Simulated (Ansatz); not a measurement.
Write a Python script for the Python package of Ansatz (0.2.0) that makes a rigid torsion scan of BClH₂O₂, SMILES OB(O)Cl. Settings (for the species named): CAM-B3LYP, cc-pVDZ basis, multiplicity 1.

```xyz
6

O    -0.2331    1.2248   -0.3863
B    -0.1843   -0.1431   -0.0329
O     1.0315   -0.6621    0.5095
Cl   -1.5512   -1.2492   -0.2749
H     0.0095    1.2964   -1.3624
H     0.9697   -0.5307    1.5009
```

`torsion_bclh2o2.py`
```python
# -*- coding: utf-8 -*-
'''Energy of BClH2O2 as one group turns about a bond.'''

from dataclasses import dataclass

import ansatz as az
from ase import Atoms


@dataclass(frozen=True)
class Options:
    basis_set: str = 'cc-pVDZ'
    xc: str = 'cam_b3lyp'
    fmax: float = 0.02


opts = Options()

atoms = Atoms(['O', 'B', 'O', 'Cl', 'H', 'H'], positions=[
    [-0.2331, 1.2248, -0.3863],
    [-0.1843, -0.1431, -0.0329],
    [1.0315, -0.6621, 0.5095],
    [-1.5512, -1.2492, -0.2749],
    [0.0095, 1.2964, -1.3624],
    [0.9697, -0.5307, 1.5009],
])

# start the scan from a relaxed geometry
first = (
    az.Crystal.molecule_from_ase(atoms).calculation()
    .basis(gaussian=opts.basis_set)  # the orbital basis, by name
    .functional(opts.xc)
    .accuracy('medium')
    .relax(force_tolerance=opts.fmax, max_steps=80)  # relax until the tolerances are met
)
atoms.positions = first.run().report['positions_ang']

start = atoms.get_dihedral(0, 1, 2, 5)
energies = {}
for turn in range(0, 360, 40):
    turned = atoms.copy()
    turned.set_dihedral(0, 1, 2, 5, start + turn, indices=[2, 5])
    setup = (
        az.Crystal.molecule_from_ase(turned).calculation()
        .basis(gaussian=opts.basis_set)  # atom-centred Gaussian functions
        .functional(opts.xc)
        .accuracy('medium')  # preset for grids and thresholds
    )
    energies[round((start + turn) % 360)] = setup.run().report['free_energy_ev']
floor = min(energies.values())
print('dihedral O0-B1-O2-H5 (deg)   E - E(min) (eV)')
for angle, e in sorted(energies.items()):
    print(f'{angle:8d} {(e - floor):14.3f}  ' + '#' * int(30 * (e - floor) / max(max(energies.values()) - floor, 1e-9)))
```

```console
$ python torsion_bclh2o2.py
dihedral O0-B1-O2-H5 (deg)   E - E(min) (eV)
       0          0.000
      40          0.168  ############
      80          0.401  ##############################
     120          0.312  #######################
     160          0.071  #####
     200          0.072  #####
     240          0.313  #######################
     280          0.400  #############################
     320          0.167  ############
```

The lowest point is at 0° and the highest at 80°, 0.401 eV (38.7 kJ/mol) above it, with the rest of the molecule held.

What to keep in mind:
- The settings weren't tested for convergence.
- The scan is rigid and the energies are electronic, in a modest basis. With rigid groups the curve can differ much from the relaxed path, the start wasn't checked as a minimum of this torsion, and equivalent turns needn't return to the same energy.
- Run time: 39 s on 1 thread of Arm Neoverse V2, with other jobs on the host, peak memory 0.22 GiB.

(A comment or docstring line of the script was reworded after the run, the code is as it ran; lines on the test bed's own set-up are left out of the output.)
